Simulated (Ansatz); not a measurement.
Born–Oppenheimer molecular dynamics of a periodic cell of 16 atoms, Si (start crystal Si, start structure diamond, volume 1.15 times the crystal's). It starts from a structure without forces on its atoms.

All numbers below come from Ansatz 0.2.0, DFT LDA, scalar-relativistic, plane waves, PAW. Settings: accuracy low, cutoff 420 eV, k mesh 2x2x2, fermi-dirac smearing 0.17 eV, no spin polarisation.

```
ensemble        : NVT, Langevin thermostat
time step       : 2 fs
steps asked     : 180
set temperature : 2000 K
friction        : 0.02 /fs
seed            : 600764
```

First frame:

```xyz
16
Lattice="0.0000 5.6890 5.6890 5.6890 0.0000 5.6890 5.6890 5.6890 0.0000" Properties=species:S:1:pos:R:3
Si 0.000 0.000 0.000
Si 1.422 1.422 1.422
Si 2.845 2.845 0.000
Si 4.267 4.267 1.422
Si 2.845 0.000 2.845
Si 4.267 1.422 4.267
Si 5.689 2.845 2.845
Si 7.111 4.267 4.267
Si 0.000 2.845 2.845
Si 1.422 4.267 4.267
Si 2.845 5.689 2.845
Si 4.267 7.111 4.267
Si 2.845 2.845 5.689
Si 4.267 4.267 7.111
Si 5.689 5.689 5.689
Si 7.111 7.111 7.111
```

Q: What does the run give?

A: All steps were run.

| Item | Value |
| --- | --- |
| steps done | 180 |
| time covered | 360 fs |
| mean temperature over the second half | 1984 K |
| spread of the potential energy over the second half | 40.7 meV per atom |
| mean potential energy of the second half above the start | 323.3 meV per atom |

A run of 0.36 ps of so small a system gives no equilibrium averages. Limits of this set-up: coarse k mesh, low accuracy level.

Q: What happens to the structure?

A: Mean squared displacements from the first frame to the last, about the centre of mass: Si 0.23 Å². Another seed would give other details.

Q: How do temperature and energy run in time?

A: 
```json
{"time (fs)": "0.0", "T (K)": "1875", "potential energy less start (eV)": "0.000"}
{"time (fs)": "12.0", "T (K)": "893", "potential energy less start (eV)": "1.282"}
{"time (fs)": "24.0", "T (K)": "655", "potential energy less start (eV)": "2.651"}
{"time (fs)": "36.0", "T (K)": "1381", "potential energy less start (eV)": "2.458"}
{"time (fs)": "48.0", "T (K)": "1983", "potential energy less start (eV)": "2.181"}
{"time (fs)": "60.0", "T (K)": "1407", "potential energy less start (eV)": "3.131"}
{"time (fs)": "72.0", "T (K)": "1597", "potential energy less start (eV)": "3.206"}
{"time (fs)": "84.0", "T (K)": "1417", "potential energy less start (eV)": "3.878"}
{"time (fs)": "96.0", "T (K)": "1558", "potential energy less start (eV)": "4.610"}
{"time (fs)": "108.0", "T (K)": "1173", "potential energy less start (eV)": "4.812"}
{"time (fs)": "120.0", "T (K)": "1732", "potential energy less start (eV)": "4.248"}
{"time (fs)": "132.0", "T (K)": "1849", "potential energy less start (eV)": "3.862"}
{"time (fs)": "144.0", "T (K)": "1727", "potential energy less start (eV)": "4.163"}
{"time (fs)": "156.0", "T (K)": "1198", "potential energy less start (eV)": "4.064"}
{"time (fs)": "168.0", "T (K)": "2135", "potential energy less start (eV)": "2.974"}
{"time (fs)": "180.0", "T (K)": "1558", "potential energy less start (eV)": "3.660"}
{"time (fs)": "192.0", "T (K)": "1800", "potential energy less start (eV)": "4.362"}
{"time (fs)": "204.0", "T (K)": "2112", "potential energy less start (eV)": "4.695"}
{"time (fs)": "216.0", "T (K)": "1916", "potential energy less start (eV)": "4.353"}
{"time (fs)": "228.0", "T (K)": "2033", "potential energy less start (eV)": "4.466"}
{"time (fs)": "240.0", "T (K)": "2262", "potential energy less start (eV)": "4.943"}
{"time (fs)": "252.0", "T (K)": "2764", "potential energy less start (eV)": "5.115"}
{"time (fs)": "264.0", "T (K)": "2651", "potential energy less start (eV)": "5.445"}
{"time (fs)": "276.0", "T (K)": "1816", "potential energy less start (eV)": "5.989"}
{"time (fs)": "288.0", "T (K)": "1556", "potential energy less start (eV)": "6.015"}
{"time (fs)": "300.0", "T (K)": "2153", "potential energy less start (eV)": "5.035"}
{"time (fs)": "312.0", "T (K)": "1924", "potential energy less start (eV)": "5.021"}
{"time (fs)": "324.0", "T (K)": "1623", "potential energy less start (eV)": "5.698"}
{"time (fs)": "336.0", "T (K)": "1912", "potential energy less start (eV)": "6.165"}
{"time (fs)": "348.0", "T (K)": "1996", "potential energy less start (eV)": "5.594"}
{"time (fs)": "360.0", "T (K)": "1696", "potential energy less start (eV)": "5.736"}
```

Time of the run: 8.2 min on 1 thread of Intel(R) Xeon(R) 6975P-C (Granite Rapids), with other jobs on the host, peak memory 0.64 GiB.
